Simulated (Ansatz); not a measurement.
Crystal: BaMgTiO3.

```
CELL_PARAMETERS angstrom
4.24457 -3.12225 0.00000
4.24457 3.12225 0.00000
-1.75818 0.00000 4.39045
ATOMIC_POSITIONS crystal
Ba 0.95653 0.95653 0.03231
Ti 0.41463 0.41463 0.59015
Mg 0.65298 0.65298 0.32153
O 0.62557 0.62557 0.88676
O 0.56954 0.05085 0.48462
O 0.05085 0.56954 0.48462
```

The cell comes from a database or a generator and needn't be the stable form of this composition.

```yaml
Program: Ansatz 0.2.0
Task: single point
Functional: PBE
Potentials_or_basis: Ansatz PAW
Cutoff: "420 eV (not typed: the program's choice for these potentials)"
k_mesh: 6 × 6 × 6
Occupations: fermi-dirac, width 0.05 eV
Spin: no spin polarisation
```

On this cell: pressure 0.4 GPa; largest force 0.170 eV/Å; band gap on the k mesh 0.66 eV, direct.

The same run follows on a disturbed copy (atoms moved at random, drawn with an rms of 0.05 Å):

```
CELL_PARAMETERS angstrom
4.24457 -3.12225 0.00000
4.24457 3.12225 0.00000
-1.75818 0.00000 4.39045
ATOMIC_POSITIONS crystal
Ba 0.95694 0.96375 0.02685
Ti 0.41692 0.40820 0.58122
Mg 0.66158 0.64583 0.32216
O 0.62961 0.61425 0.87706
O 0.57705 0.05357 0.49418
O 0.05318 0.57190 0.49455
```

Task: What does the disturbed cell give?

Result: The energy moves by +9.1 meV/atom; pressure 1.1 GPa; largest force 1.133 eV/Å; band gap on the k mesh 0.74 eV, indirect (least direct gap 0.75 eV).

Forces on the atoms (eV/Å):
```
Ba  -0.263 -0.118 -0.160
Ti   0.442  0.773  0.478
Mg   0.160  0.381 -0.196
O    0.197  0.012  0.366
O   -0.547 -0.902 -0.413
O    0.011 -0.146 -0.075
```

Stress tensor (GPa, compression positive):
```
 2.64  0.09 -0.76
 0.09  1.14 -0.01
-0.76 -0.01 -0.55
```

Caveats: spin-orbit coupling is left out, which moves the levels of the heavy elements.

A k mesh can miss the band edges.
